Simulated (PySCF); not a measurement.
# A diatomic session: KSb+

What are the lowest state that PBE0 finds, the bond length, vibrational wavenumber and bond energy of KSb+, and how much do these hang on the method?

The runs use PySCF 2.14.0; K def2-SVPD, Sb def2-SVPD with ECP28, scalar-relativistic core potentials.

1 further run of the same task is left out (it didn't finish).

## Step 1: Set-up

A driver script around PySCF takes these settings:

```yaml
atoms: K, Sb
charge: 1
basis: K def2-SVPD, Sb def2-SVPD with ECP28
Hamiltonian: scalar-relativistic core potentials
basis_functions: 59
electrons_treated: 41
masses_in_u: 38.9637, 120.9038
levels: PBE0, PBE, r²SCAN, B2PLYP, B97-3, r²SCAN0, LC-ωPBE, HF, MP2, SCS-MP2
grid: 80 radial by 434 angular points
occupations: held fixed by the projection of orbital angular momentum
dissociation_limit: K+ + Sb, each in its ground configuration
starting_distance_in_angstrom: 3.410
values_of_2S_to_try: 1, 3
```

On the command line:

```bash
> OMP_NUM_THREADS=1 python dia.py task.json out
```

Further steps of the session: The PBE0 curve of the state that the search chose; Other states along the same grid; PBE; r²SCAN (meta-GGA); B2PLYP; B97-3; r²SCAN0; LC-ωPBE (range-separated hybrid); UHF (mean field).

What does the calculation give? Wanted: for each run, Re; ωe; De; μ.

The runs gave:

Lowest PBE0 solution found, without spin–orbit coupling: ⁴Σ⁻ (quartet), unpaired electrons σ ↑, π ↑↑. State 2 has its PBE0 minimum 0.64 eV higher, as a spin-mixed determinant (⟨S²⟩ = 1.76), so this is no gap between pure states. State 3 has its PBE0 minimum 0.66 eV higher, as a spin-mixed determinant (⟨S²⟩ = 1.76), so this is no gap between pure states. State 4 has its PBE0 minimum 1.19 eV higher. The other levels ran on the lowest alone.

| level | Re (Å) | ωe (cm⁻¹) | De (eV) | μ (D) |
| --- | --- | --- | --- | --- |
| UHF | 4.036 | 51.6 | 0.142 | -12.74 |
| UHF-MP2 | 3.926 | 58.7 | 0.185 | n/a |
| UHF-SCS-MP2 | 3.942 | 57.7 | 0.178 | n/a |
| PBE | 3.836 | 60.2 | 0.215 | -11.60 |
| r²SCAN | 3.865 | 58.3 | 0.186 | -11.89 |
| PBE0 | 3.836 | 59.5 | 0.194 | -11.74 |
| r²SCAN0 | 3.849 | 58.9 | 0.182 | -11.87 |
| B97-3 | 3.849 | 60.4 | 0.167 | -11.83 |
| LC-ωPBE | 3.857 | 57.1 | 0.169 | -11.97 |
| B2PLYP | 3.876 | 58.9 | 0.188 | -11.97 |

De is counted to K+ + Sb in their ground configurations. A positive dipole points from K to Sb; in an ion it is taken about the centre of mass and does not tell which atom is negative.

In words: The methods spread over 0.200 Å in bond length, from PBE to UHF. Of the levels with a De here, UHF gives the least (0.142 eV) and PBE the most (0.215 eV).

Correlated steps freeze 9 core orbitals. These are scalar-relativistic numbers at best; spin–orbit coupling would shift them, the dissociation energy most. B2PLYP dipoles, levels and charges come from its SCF part alone. The bond is weak, and basis-set superposition, which was not computed, may be a sizeable part of it. With spin–orbit coupling the term label itself may not hold.
